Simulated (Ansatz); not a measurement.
**B2ClH3S: up Jacob's ladder to CCSD(T)**

The task here is to estimate one member of a computed series from the others.

Computed with Ansatz 0.2.0, Gaussian basis. Level: functionals in def2-TZVPP, the program's frozen cores in correlated methods.

Levels to be run: LDA (SPW92), PBE-D4, revPBE-D4, BLYP-D4, r2SCAN-D4, B97M-V, PBE0-D4, B3LYP-D4, r2SCANh-D4, r2SCAN0-D4, HSE06-D4, BHLYP-D4, CAM-B3LYP-D4, LC-ωPBE, ωB97X-V, ωB97M-V, B2PLYP, PBE-QIDH; CCSD(T)/def2-SVP; CCSD(T)/def2-TZVPP; MP2/def2-QZVPP; extrapolation to the limit; RPA on PBE.

### The relaxed structure

An earlier PBE0-D4 in a triple-zeta def2 set relaxation fixed the geometry.

SMILES `SBBCl`, 7 atoms, charge 0, spin multiplicity 1.

Atoms are counted from 1 here; the program's logs count them from 0.

Bond lengths: S1–B2 1.769 Å, S1–H5 1.345 Å, B2–B3 1.670 Å, B2–H6 1.196 Å, B3–Cl4 1.748 Å, B3–H7 1.196 Å. Angles: B2–S1–H5 99.6°, S1–B2–B3 120.7°, S1–B2–H6 118.7°, B3–B2–H6 120.5°, B2–B3–Cl4 119.4°, B2–B3–H7 124.9°, Cl4–B3–H7 115.6°.

The first run:

in.yaml reads:

```yaml
crystal:
  periodic: [false, false, false]
  atoms:
    - {symbol: S, position_ang: [-1.770115, 0.403891, 0.325745]}
    - {symbol: B, position_ang: [-0.023913, 0.455844, 0.048708]}
    - {symbol: B, position_ang: [0.873854, -0.951246, -0.008123]}
    - {symbol: Cl, position_ang: [1.084585, -1.773836, -1.536466]}
    - {symbol: H, position_ang: [-2.042506, 1.720382, 0.290494]}
    - {symbol: H, position_ang: [0.503995, 1.519921, -0.091953]}
    - {symbol: H, position_ang: [1.435299, -1.442957, 0.925997]}
basis:
  gaussian: {orbitals: def2-TZVPP}
hamiltonian: {xc: lda}
output: {orbitals: {seedname: orbitals}}
```

Command:

```console
$ ansatz run in.yaml --threads 2 --pin off --events-out ev --progress --plain --max-ram 4352MiB
```

Among the steps run: LDA; PBE-D4 (GGA); revPBE-D4 (GGA); BLYP-D4 (GGA); r2SCAN-D4 (meta-GGA); B97M-V (meta-GGA); PBE0-D4 (hybrid); B3LYP-D4 (hybrid); r2SCANh-D4 (hybrid); r2SCAN0-D4 (hybrid); HSE06-D4 (hybrid); BHLYP-D4 (hybrid); CAM-B3LYP-D4 (range-separated); LC-ωPBE (range-separated); ωB97X-V (range-separated); ωB97M-V (range-separated); B2PLYP (double hybrid); PBE-QIDH (double hybrid).

One of the session's tables, all rows but one given; the rest of the session is left out.

```
  functional  HOMO (eV)  LUMO (eV)  gap (eV)
 LDA (SPW92)      -6.76      -2.99      3.77
      PBE-D4      -6.69      -2.73      3.96
   revPBE-D4      -6.65      -2.62      4.03
     BLYP-D4      -6.58      -2.55      4.04
   r2SCAN-D4      -6.98      -2.43      4.56
      B97M-V      -7.07      -2.47      4.61
     PBE0-D4      -8.03      -1.79      6.24
    B3LYP-D4      -7.83      -1.98      5.85
  r2SCANh-D4      -7.48      -2.10      5.38
  r2SCAN0-D4      -8.22      -1.61      6.61
    HSE06-D4      -7.63      -2.18      5.46
    BHLYP-D4      -9.31      -0.74      8.56
CAM-B3LYP-D4          ?          ?         ?
     LC-ωPBE     -10.80       0.49     11.30
     ωB97X-V     -10.45       0.41     10.85
     ωB97M-V     -10.26       0.20     10.46
```

Estimate the missing values for CAM-B3LYP-D4.

The run gave: HOMO (eV): -9.43; LUMO (eV): -0.66; gap (eV): 8.77. In the column «HOMO (eV)» it lies between ωB97M-V (-10.26) and BHLYP-D4 (-9.31).
